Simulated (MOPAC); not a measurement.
# RbCl (SMILES [Cl][Rb]) at PM3

Aim: a geometry optimisation of RbCl. 

The results are computed with MOPAC 23.2.5.

3 further runs of the same task are left out: 3 set aside as unsound or not needed.

### 1 Starting point

RbCl has 2 atoms, charge 0, and is taken as a singlet. As SMILES, `[Cl][Rb]`. All atoms were displaced at random from a relaxed shape. The run starts from this shape.

Bond lengths: Cl1–Rb2 2.720 Å.

### 2 A geometry optimisation at PM3

Input file clrb.mop:

```
PM3 GNORM=0.05 DISP CHARGE=0 CYCLES=300 GRADIENTS PRECISE THREADS=1 AUX(PRECISION=6)
RbCl
[Cl][Rb]
Cl -0.005609 1 0.023301 1 -0.003569 1
Rb 0.005358 1 0.000645 1 2.716629 1
```

Started as:

```sh
$ mopac clrb.mop
```

Q: Predict the results. Wanted: total energy at the end; dipole moment; HOMO energy; LUMO energy; HOMO–LUMO gap; bond length; heat of formation.

Computed results:

Level: PM3.

| quantity | value |
| --- | --- |
| total energy at the end | -11.91791 Eh |
| dipole moment | 12.19 D |
| HOMO energy | -8.43 eV |
| LUMO energy | 1.23 eV |
| HOMO–LUMO gap | 9.66 eV |
| bond length | 2.791 Å |
| heat of formation | -55.5 kcal/mol |

In words: At the final geometry: Bond lengths: Cl1–Rb2 2.791 Å. The optimisation took 3 steps and changed the energy by -0.015 eV.
